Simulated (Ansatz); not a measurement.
# SnO: the cost of one run

Computed with Ansatz 0.2.0 (DFT LDA, scalar-relativistic, unless a step's input says otherwise).

### 1 The system as given

The structure is tetragonal, space group P4/nmm (No. 129). Conventional cell: a = 3.802 Å, b = 3.802 Å, c = 4.836 Å, α = 90.00°, β = 90.00°, γ = 90.00°. Around Sn (site symmetry 4mm) lie 4 O at 2.22 Å. O (site symmetry -4m2) is surrounded by 4 Sn at 2.22 Å.

As a file:

```cif
data_structure
_symmetry_space_group_name_H-M 'P4/nmm:1'
_symmetry_Int_Tables_number 129
_cell_length_a 3.8020
_cell_length_b 3.8020
_cell_length_c 4.8360
_cell_angle_alpha 90.000
_cell_angle_beta 90.000
_cell_angle_gamma 90.000
_cell_volume 69.91
loop_
_atom_site_label
_atom_site_type_symbol
_atom_site_symmetry_multiplicity
_atom_site_Wyckoff_symbol
_atom_site_fract_x
_atom_site_fract_y
_atom_site_fract_z
_atom_site_occupancy
Sn1 Sn 2 c 0.00000 0.50000 0.23850 1
O1 O 2 a 0.00000 0.00000 0.00000 1
```

The file gives the conventional cell by its symmetry; the runs use the cell typed in the input.

Atoms are numbered in the order of the input: Sn1, Sn2, O3, O4.

### 2 Volume × 0.96, LAPW

input.yaml reads:

```yaml
crystal:
  lattice:
    - [3.7506153226, 0.0, 0.0]
    - [0.0, 3.7506153226, 0.0]
    - [0.0, 0.0, 4.7706406366]
  atoms:
    - { symbol: Sn, position: [0.0, 0.5, 0.2385] }
    - { symbol: Sn, position: [0.5, 0.0, 0.7615] }
    - { symbol: O, position: [0.0, 0.0, 0.0] }
    - { symbol: O, position: [0.5, 0.5, 0.0] }
kpoints:
  mp_grid: { grid: [6, 6, 5] }
  band_path:
    path:
      - [0.0, 0.0, 0.0]
      - [0.0, 0.5, 0.0]
      - [0.5, 0.5, 0.0]
      - [0.0, 0.0, 0.0]
      - [0.0, 0.0, 0.5]
      - [0.0, 0.5, 0.5]
      - [0.5, 0.5, 0.5]
      - [0.0, 0.0, 0.5]
      - [0.0, 0.5, 0.0]
    npoints: 5
scf:
  occupations: { method: fermi_dirac, width: 0.02 }
hamiltonian:
  xc: lda
  pseudopotentials: { kind: all_electron, lapw: { basis_error: 0.0005 } }
output:
  forces: true
  stress: true
  eigenvalues: true
```

Command:

```
$ ansatz run input.yaml --threads 1 --pin off --max-ram 4096MiB --backend cpu --events-out ev --progress --plain --runs-dir out
```

What time and memory should one allow on 1 thread of Arm Neoverse V2, shared host?

About 51 s, with a peak of 0.51 GiB.
